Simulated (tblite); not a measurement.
# C5H10BFGe: the cost of one run

Programs: tblite 0.8.0 and PySCF 2.14.0, with density-fitted response routines of our own. Each step states its level of theory. These are calculated values for one molecule in the gas phase, unless marked as measured. Atoms count from 0, in the outputs and in this text.

## Step 1: Starting geometry

18 atoms, charge 0, multiplicity 1; geometry from: force field or distance geometry start.

Bonds of the start (Å): C0–C1 1.47, C1–C2 1.29, C2–C3 1.32, C3–Ge4 1.90, Ge4–C5 1.93, C5–B6 1.58, B6–F7 1.45, C0–H8 1.12, C0–H9 1.10, C0–H10 1.09, C1–H11 1.06, C3–H12 1.04, Ge4–H13 1.53, Ge4–H14 1.54, C5–H15 1.12, C5–H16 1.12, B6–H17 1.19.

## Step 2: Optimising the geometry with GFN2-xTB

Job settings and geometry (Å):

```
{"job": {"kind": "relax", "xc": "GFN2-xTB", "basis": "xTB"}, "charge": 0, "multiplicity": 1}
C      2.720600     1.066200     0.036700
C      2.355900    -0.148300     0.787300
C      1.512300    -0.941100     0.213900
C      0.622600    -1.703200    -0.389200
Ge    -1.194700    -1.246200    -0.064400
C     -1.538400     0.653700    -0.184800
B     -3.091900     0.876500    -0.024100
F     -3.906500     1.573100    -1.000100
H      1.807100     1.480100    -0.460000
H      3.436300     0.760900    -0.737000
H      3.140400     1.803200     0.718800
H      2.712900    -0.447400     1.743400
H      0.992100    -2.498800    -0.953200
H     -1.672900    -1.761300     1.292600
H     -2.043700    -1.919100    -1.164900
H     -0.966900     1.227400     0.588900
H     -1.202800     0.995700    -1.200200
H     -3.691200     0.235000     0.784700
```

On the command line:

```console
> OMP_NUM_THREADS=1 python probes_run.py task.json out
```

The driver reads the jobs from task.json and runs them one after another.

**Question.** How long does this first job take on 1 thread of Arm Neoverse V2, shared host, and how much memory does it need?

About 1.1 s, with a peak of 0.18 GiB.
